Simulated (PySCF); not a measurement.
# C3H7BF2O: the cost of one run

Computed with PySCF 2.14.0, with density-fitted response routines of our own, on a single molecule in the gas phase. Atoms count from 0, in the outputs and in this text.

### Step 1. The starting structure

14 atoms, charge 0, multiplicity 1; geometry from: GFN2-xTB.

Bonds of the start (Å): C0–C1 1.52, C1–C2 1.53, C2–O3 1.42, O3–B4 1.31, B4–F5 1.32, B4–F6 1.33, C0–H7 1.09, C0–H8 1.09, C0–H9 1.09, C1–H10 1.09, C1–H11 1.09, C2–H12 1.09, C2–H13 1.09.

### Step 2. J couplings: B3LYP/pcJ-1

Job settings and geometry (Å):

```
{"job": {"kind": "j", "xc": "B3LYP", "basis": "pcJ-1"}, "charge": 0, "multiplicity": 1}
C     -2.061195    -0.004085    -0.328585
C     -0.659949    -0.573366    -0.147506
C      0.407177     0.484249    -0.420933
O      1.710349    -0.082095    -0.318064
B      2.465344    -0.033341     0.757146
F      3.644832    -0.626162     0.761873
F      2.140040     0.599612     1.881446
H     -2.200434     0.354288    -1.345586
H     -2.805394    -0.770170    -0.129065
H     -2.228910     0.825063     0.354526
H     -0.534018    -0.940478     0.873108
H     -0.503935    -1.411544    -0.828583
H      0.321005     0.860664    -1.444341
H      0.304410     1.316893     0.282528
```

Method: B3LYP/pcJ-1 indirect spin-spin coupling, non-relativistic, gas phase.

Run with:

```
> OMP_NUM_THREADS=1 python probes_run.py task.json out
```

The driver reads the jobs from task.json and runs them one after another.

Q: Estimate the wall time and peak memory of this job on 1 thread of Arm Neoverse V2, shared host.

About 56 s, with a peak of 0.97 GiB.
